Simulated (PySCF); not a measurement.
# A diatomic session: IF

An exercise on one series of results from a longer session: the logs are not shown, and one member is left open.

Program: PySCF 2.14.0. Level of theory: I aug-cc-pVDZ-PP with ECP28, F aug-cc-pVDZ, scalar-relativistic core potentials. These are calculated values, not measurements.

Set-up of the first run:

Settings of the job:

```
atoms                         : I, F
charge                        : 0
basis                         : I aug-cc-pVDZ-PP with ECP28, F aug-cc-pVDZ
Hamiltonian                   : scalar-relativistic core potentials
basis functions               : 55
electrons treated             : 34
masses in u                   : 126.9045, 18.9984
levels                        : PBE0, PBE, r²SCAN, BHandHLYP, TPSS, PBEsol, HF, MP2, SCS-MP2, CCSD, CCSD(T)
grid                          : 80 radial by 434 angular points
occupations                   : held fixed by the projection of orbital angular momentum
dissociation limit            : I + F, each in its ground configuration
starting distance in angstrom : 1.925
values of 2S to try           : 0, 2
```

On the command line:

```
$ OMP_NUM_THREADS=1 python dia.py task.json out
```

Steps of the session up to this table: Set-up; First curve: PBE0; Higher solutions at PBE0; PBE; r²SCAN (meta-GGA); BHandHLYP (global hybrid GGA); TPSS; PBEsol; RHF (mean field); Correlated methods on the Hartree–Fock reference.

One table of the session follows, with a row left open; its other results are not shown here.

It belongs to the step «The curves together». Energy (eV) from each level's lowest point:

```
R (Å)    RHF  RHF-MP2  RHF-SCS-MP2  RHF-CCSD  RHF-CCSD(T)
1.675  1.154    1.451        1.465       n/a          n/a
1.753  0.436    0.642        0.653     0.614        0.652
1.831      ?        ?            ?         ?            ?
1.890  0.000    0.047        0.051     0.039        0.051
1.948  0.020    0.000        0.000     0.000        0.000
2.006  0.121    0.035        0.030     0.043        0.029
2.084  0.345    0.172        0.160     0.189        0.157
2.182  0.717    0.437        0.416     0.465        0.405
2.299  1.235    0.828        0.793     0.864        0.765
2.454  1.959    1.383        1.330       n/a          n/a
```

Estimate the missing values for R (Å) = 1.831.

Worked estimate for «RHF». A straight line through the neighbours (1.753, 0.436) and (1.890, 0.000) gives 0.436 + (0.000 − 0.436) × (1.831 − 1.753) / (1.890 − 1.753) = 0.188; a parabola fitted to 4 rows on both sides gives 0.070.

The run gave: RHF: 0.088; RHF-MP2: 0.203; RHF-SCS-MP2: 0.210; RHF-CCSD: 0.186; RHF-CCSD(T): 0.210. In «RHF» the line misses by +0.100 and the parabola by -0.018.
